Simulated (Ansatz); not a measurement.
# SrGaGe: the cost of one run

Program: Ansatz 0.2.0. Level of theory: DFT PBEsol, with the methods named in each step. These are calculated values, not measurements.

2 further runs of the same task are left out: 2 that didn't finish.

## (1) The structure to begin with

Symmetry: P-6m2, No. 187, hexagonal system. The conventional cell has a = 4.269 Å, b = 4.269 Å, c = 4.712 Å, α = 90.00°, β = 90.00°, γ = 120.00°. Sr (site symmetry -6m2) is surrounded by 6 Ga at 3.41 Å and 6 Ge at 3.41 Å. Ga (site symmetry -6m2) has 3 Ge at 2.46 Å as nearest neighbours. Around Ge (site symmetry -6m2) lie 3 Ga at 2.46 Å.

As a file:

```xyz
3
Lattice="4.2694 0.0000 0.0000 -2.1347 3.6974 0.0000 0.0000 0.0000 4.7117" Properties=species:S:1:pos:R:3 pbc="T T T"
Sr    0.0000    0.0000    0.0000
Ga    0.0000    2.4649    2.3558
Ge    2.1347    1.2325    2.3558
```

Atoms are numbered in the order of the input: Sr1, Ga2, Ge3.

## (2) Shortest bond scaled by 1, PAW

File input.yaml:

```yaml
crystal:
  lattice:
    - [4.2694062071, 0.0, 0.0]
    - [-2.1347031036, 3.6974142344, 0.0]
    - [0.0, 0.0, 4.7116895]
  atoms:
    - { symbol: Sr, position: [0.0, 0.0, 0.0] }
    - { symbol: Ga, position: [0.3333333333, 0.6666666667, 0.5] }
    - { symbol: Ge, position: [0.6666666667, 0.3333333333, 0.5] }
kpoints:
  mp_grid: { grid: [8, 8, 7] }
scf:
  occupations: { method: fermi_dirac, width: 0.05 }
hamiltonian:
  xc: pbesol
  pseudopotentials: { kind: paw }
output:
  forces: true
  stress: true
  eigenvalues: true
  efg: { contact_densities: true }
  populations: true
  write_density: true
  write_potential: true
  elf: true
  volumetric_format: npy
```

Started as:

```
ansatz run input.yaml --threads 1 --pin off --max-ram 3072MiB --backend cpu --events-out ev --progress --plain --runs-dir out
```

**Question.** How long does this run take on 1 thread of Intel Xeon Platinum 8259CL at 2.50GHz (Skylake/Cascade Lake), shared host, and how much memory does it need?

About 12 s, with a peak of 0.53 GiB.
